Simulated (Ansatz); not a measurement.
# CH₃OSe+: single points off equilibrium

The task here is to estimate one member of a computed series from the others.

The runs use Ansatz 0.2.0, Gaussian basis; single points in def2-TZVPP.

Correlated methods freeze the cores. Filled d shells of the heavier atoms are correlated.

## Where the work starts

SMILES `[OH2+]C=[Se]`, 6 atoms, charge 1, spin multiplicity 1.

Atoms are counted from 1 here; the program's logs count them from 0.

Bond lengths: O1–C2 1.585 Å, O1–H4 1.197 Å, O1–H5 1.034 Å, C2–Se3 1.624 Å, C2–H6 1.186 Å. Angles: C2–O1–H4 104.1°, C2–O1–H5 111.8°, H4–O1–H5 117.3°, O1–C2–Se3 117.1°, O1–C2–H6 106.9°, Se3–C2–H6 134.7°.

Coordinates:

```xyz
6

O    -0.39480    0.14920   -0.79650
C     0.04690    0.11290    0.72510
Se    1.61820    0.36910    1.04440
H    -1.10850   -0.80430   -0.91680
H     0.41920    0.21560   -1.43030
H    -0.86920   -0.32180    1.33940
```

Set-up of the first run:

File run/in.yaml:

```yaml
crystal:
  periodic: [false, false, false]
  atoms:
    - {symbol: O, position_ang: [-0.394800, 0.149200, -0.796500]}
    - {symbol: C, position_ang: [0.046900, 0.112900, 0.725100]}
    - {symbol: Se, position_ang: [1.618200, 0.369100, 1.044400]}
    - {symbol: H, position_ang: [-1.108500, -0.804300, -0.916800]}
    - {symbol: H, position_ang: [0.419200, 0.215600, -1.430300]}
    - {symbol: H, position_ang: [-0.869200, -0.321800, 1.339400]}
basis:
  gaussian: {orbitals: def2-TZVPP}
total_charge: 1
correlation: {method: ccsd_t}
output: {forces: true}
```

No record of the launch command was kept for these runs.

Steps of the session up to this table: CCSD(T)/def2-TZVPP; PBE0-D4/def2-TZVPP; wB97M-V/def2-TZVPP; r2SCAN-D4/def2-TZVPP; PBE-D4/def2-TZVPP; LC-wPBE/def2-TZVPP; CAM-B3LYP-D4/def2-TZVPP.

One table of the session follows, with a row left open; its other results are not shown here.

```
      method  RMS force component (eV/Å)  angle to CCSD(T) forces (°)
     CCSD(T)                       2.402                    reference
     PBE0-D4                       2.279                          5.1
     wB97M-V                       2.266                          5.3
   r2SCAN-D4                       2.243                          2.9
      PBE-D4                       2.220                          3.9
     LC-wPBE                       2.233                          9.6
CAM-B3LYP-D4                           ?                            ?
```

Q: Estimate the row for CAM-B3LYP-D4 from the others.

**Answer.** RMS force component (eV/Å): 2.250; angle to CCSD(T) forces (°): 6.0. In the column «RMS force component (eV/Å)» it lies between r2SCAN-D4 (2.243) and wB97M-V (2.266).
